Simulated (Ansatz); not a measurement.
# ClFH₂SSn: vertical ionisation energy

One table from this session's results is given with a row withheld; the runs are named, their logs left out.

Program: Ansatz 0.2.0, Gaussian basis. Level of theory: unrestricted cation, the program's frozen cores in correlated methods. These are calculated values, not measurements.

The runs, in order: UKS PBE-D4/def2-TZVPP; UKS r2SCAN-D4/def2-TZVPP; UKS PBE0-D4/def2-TZVPP; UKS B3LYP-D4/def2-TZVPP; UKS wB97X-V/def2-TZVPP; UKS wB97M-V/def2-TZVPP; UKS B2PLYP/def2-TZVPP; UHF-CCSD(T)/def2-TZVPP; UHF-MP2/def2-QZVPP; extrapolation to the limit; then −ε(HOMO) from the neutral's earlier runs with LDA (SPW92), PBE-D4, revPBE-D4, BLYP-D4, r2SCAN-D4, B97M-V, PBE0-D4, B3LYP-D4, r2SCANh-D4, r2SCAN0-D4, HSE06-D4, BHLYP-D4, CAM-B3LYP-D4, LC-ωPBE, ωB97X-V, ωB97M-V.

## The geometry

All runs share one geometry, relaxed beforehand with PBE0-D4 in a triple-zeta def2 set. Sn takes the def2 core potential; no spin-orbit term is included.

6 atoms, charge 0, spin multiplicity 1.

Atoms are counted from 1 here; the program's logs count them from 0.

Bond lengths: F1–Sn2 1.911 Å, Sn2–S3 2.366 Å, Sn2–Cl4 2.307 Å, Sn2–H5 1.693 Å, S3–H6 1.345 Å. Angles: F1–Sn2–S3 108.3°, F1–Sn2–Cl4 102.9°, F1–Sn2–H5 107.5°, S3–Sn2–Cl4 109.8°, S3–Sn2–H5 115.2°, Cl4–Sn2–H5 112.3°, Sn2–S3–H6 92.0°.

The first run:

The input, in.yaml:

```yaml
crystal:
  periodic: [false, false, false]
  atoms:
    - {symbol: F, position_ang: [-1.817070, 0.320640, -0.819224]}
    - {symbol: Sn, position_ang: [0.043977, -0.034279, -0.570848]}
    - {symbol: S, position_ang: [0.793988, 1.204167, 1.300798]}
    - {symbol: Cl, position_ang: [0.076842, -2.288117, -0.081180]}
    - {symbol: H, position_ang: [0.828378, 0.318379, -2.028884]}
    - {symbol: H, position_ang: [0.115984, 0.415208, 2.153137]}
basis:
  gaussian: {orbitals: def2-TZVPP}
total_charge: 1
magnetization: {spin_polarized: true, initial_magnetization: 1}
hamiltonian: {xc: pbe, dispersion: d4}
```

Started as:

```
$ ansatz run in.yaml --threads 2 --pin off --events-out ev --progress --plain --max-ram 22528MiB --backend cpu
```

Steps of the session up to this table: Cation, UKS PBE-D4/def2-TZVPP; Cation, UKS r2SCAN-D4/def2-TZVPP; Cation, UKS PBE0-D4/def2-TZVPP; Cation, UKS B3LYP-D4/def2-TZVPP; Cation, UKS wB97X-V/def2-TZVPP; Cation, UKS wB97M-V/def2-TZVPP; Cation, UKS B2PLYP (frozen core)/def2-TZVPP; Cation, UHF-CCSD(T)/def2-TZVPP; Cation, UHF-MP2/def2-QZVPP.

One of the session's tables, all rows but one given; the rest of the session is left out.

It belongs to the step «Ionisation energies side by side». Orbital estimates, from the neutral's runs:

| functional | −ε(HOMO) (eV) |
| --- | --- |
| LDA (SPW92) | 7.12 |
| PBE-D4 | 6.98 |
| revPBE-D4 | 6.93 |
| BLYP-D4 | 6.81 |
| r2SCAN-D4 | 7.30 |
| B97M-V | 7.37 |
| PBE0-D4 | 8.27 |
| B3LYP-D4 | 8.00 |
| r2SCANh-D4 | ? |
| r2SCAN0-D4 | 8.47 |
| HSE06-D4 | 7.86 |
| BHLYP-D4 | 9.39 |
| CAM-B3LYP-D4 | 9.60 |
| LC-ωPBE | 11.04 |
| ωB97X-V | 10.66 |
| ωB97M-V | 10.48 |

Estimate the missing values for r2SCANh-D4.

Worked estimate for «−ε(HOMO) (eV)». Against the share of exact exchange, r2SCAN-D4 (0, 7.30), r2SCAN0-D4 (0.25, 8.47) give a slope of 4.68 per unit share; at 0.1 the line stands at 7.77.

As computed: −ε(HOMO) (eV): 7.77. In «−ε(HOMO) (eV)» the line misses by 0.00.
